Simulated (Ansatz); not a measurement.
# K3Na: the cost of one run

Program: Ansatz 0.2.0 through its Python package. Level of theory: DFT PBEsol, plane waves, PAW. These are calculated values, not measurements.

### 1 The system

Symmetry: Fm-3m, No. 225, cubic system. The conventional cell has a = 10.145 Å, b = 10.145 Å, c = 10.145 Å, α = 90.00°, β = 90.00°, γ = 90.00°. Around K (site symmetry -43m) lie 4 K at 4.39 Å and 4 Na at 4.39 Å. K (site symmetry m-3m) has 8 K at 4.39 Å as nearest neighbours. Na (site symmetry m-3m) is surrounded by 8 K at 4.39 Å.

No structure file is read: the coordinates are typed or built in the script.

### 2 The script

Contents of kconv_k3na.py:

```python
# -*- coding: utf-8 -*-
"""k-point test for K3Na."""

import ansatz as az
from tabulate import tabulate


def main():
    lattice = az.Lattice.of(
        (0.0, 5.07268961, 5.07268961),
        (5.07268961, 0.0, 5.07268961),
        (5.07268961, 5.07268961, 0.0),
    )
    sites = [
        ("K", (0.25, 0.25, 0.25)),
        ("K", (0.75, 0.75, 0.75)),
        ("K", (0.5, 0.5, 0.5)),
        ("Na", (0.0, 0.0, 0.0)),
    ]
    crystal = az.Crystal(lattice=lattice)
    for symbol, position in sites:
        crystal = crystal.atom(symbol, position)

    calculation = (
        crystal.calculation()
        .functional("pbesol")
        .pseudopotentials("paw")
        .occupations("Fermi-Dirac", width=0.15)
        .stress()
    )

    rows = []
    for value in [(2, 2, 2), (3, 3, 3), (4, 4, 4), (5, 5, 5)]:
        report = calculation.kpoints(mesh=value).run(threads=1, backend="cpu").report
        rows.append((value, report["free_energy_ev"] / len(report["lattice"]["sites"]), report["n_iterations"], sum(report["stress_gpa"][i][i] for i in range(3)) / 3, report["n_kpoints"]))

    print(tabulate(rows, headers=["mesh", "F/atom (eV)", "iterations", "P (GPa)", "k-points"], floatfmt=".4f", tablefmt="plain"))

    # the last row is the reference
    for row in rows[:-1]:
        shift = 1000 * (row[1] - rows[-1][1])
        print(f"{row[0]}: {shift:+.2f} meV/atom" + ("  (within 2 meV)" if abs(shift) < 2 else ""))


if __name__ == "__main__":
    main()
```

### 3 The calls as engine input

The engine receives this input (first run):

```yaml
crystal:
  lattice:
    - [0.0, 5.07268961, 5.07268961]
    - [5.07268961, 0.0, 5.07268961]
    - [5.07268961, 5.07268961, 0.0]
  atoms:
    - { symbol: K, position: [0.25, 0.25, 0.25] }
    - { symbol: K, position: [0.75, 0.75, 0.75] }
    - { symbol: K, position: [0.5, 0.5, 0.5] }
    - { symbol: Na, position: [0.0, 0.0, 0.0] }
kpoints:
  mp_grid:
    grid: [2, 2, 2]
hamiltonian:
  xc: pbesol
  pseudopotentials:
    kind: paw
scf:
  occupations:
    method: fermi_dirac
    width: 0.15
output:
  stress: true
```

### 4 The run

Launch:

```bash
> python kconv_k3na.py
```

What time and memory should one allow on 1 thread of Intel Xeon Platinum 8488C (Sapphire Rapids), shared host?

About 6.2 s, with a peak of 0.49 GiB.
